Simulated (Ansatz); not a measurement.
# NiO: the cost of one run

Computed with Ansatz 0.2.0 (DFT PBE+U (U_eff = 6.2 eV on Ni 3d), scalar-relativistic, plane waves, PAW, unless a step's input says otherwise).

### 1 The starting structure

The structure is cubic, space group Fm-3m (No. 225). Conventional cell: a = 4.278 Å, b = 4.278 Å, c = 4.278 Å, α = 90.00°, β = 90.00°, γ = 90.00°. Ni (site symmetry m-3m) is surrounded by 6 O at 2.14 Å. Around O (site symmetry m-3m) lie 6 Ni at 2.14 Å.

Coordinates:

```
CELL_PARAMETERS angstrom
0.00000 2.13883 2.13883
2.13883 0.00000 2.13883
2.13883 2.13883 0.00000
ATOMIC_POSITIONS crystal
Ni 0.00000 0.00000 0.00000
O 0.50000 0.50000 0.50000
```

This cell comes from an earlier session at PBE+U (U_eff = 6.2 eV on Ni 3d): 9.784 Å³/atom at 0.13 GPa, on a 8×8×8 mesh.

### 2 Antiferromagnetic, propagation vector (1, 0, 0)

File input.yaml:

```yaml
crystal:
  lattice:
    - [0.0, 2.1388312899, -2.1388312899]
    - [0.0, 2.1388312899, 2.1388312899]
    - [4.2776625798, 0.0, 0.0]
  atoms:
    - { symbol: Ni, position: [0.0, 0.0, 0.0], spin: 2.0 }
    - { symbol: O, position: [0.0, 1.0, 0.5] }
    - { symbol: Ni, position: [0.5, 0.5, 0.5], spin: -2.0 }
    - { symbol: O, position: [0.5, 1.5, 1.0] }
basis:
  ecutwfc: 300
  ecutrho_ratio: 4
kpoints:
  mp_grid: { grid: [4, 4, 4] }
hamiltonian:
  xc: pbe
  hubbard: { sites: [{ species: Ni, l: d, u_eff: 6.2 }] }
scf:
  occupations: { method: gaussian, width: 0.05 }
output:
  forces: true
  stress: true
  eigenvalues: true
  populations: true
  hubbard: { sites: [{ species: Ni, l: d }] }
magnetization:
  spin_polarized: true
```

Launch:

```sh
$ ansatz run input.yaml --threads 1 --pin off --max-ram 2560MiB --backend cpu --events-out ev --progress --plain --runs-dir out
```

Q: Estimate wall time and peak memory on 1 thread of Intel Xeon 6975P-C (Granite Rapids), shared host.

About 3.5 s, with a peak of 0.43 GiB.
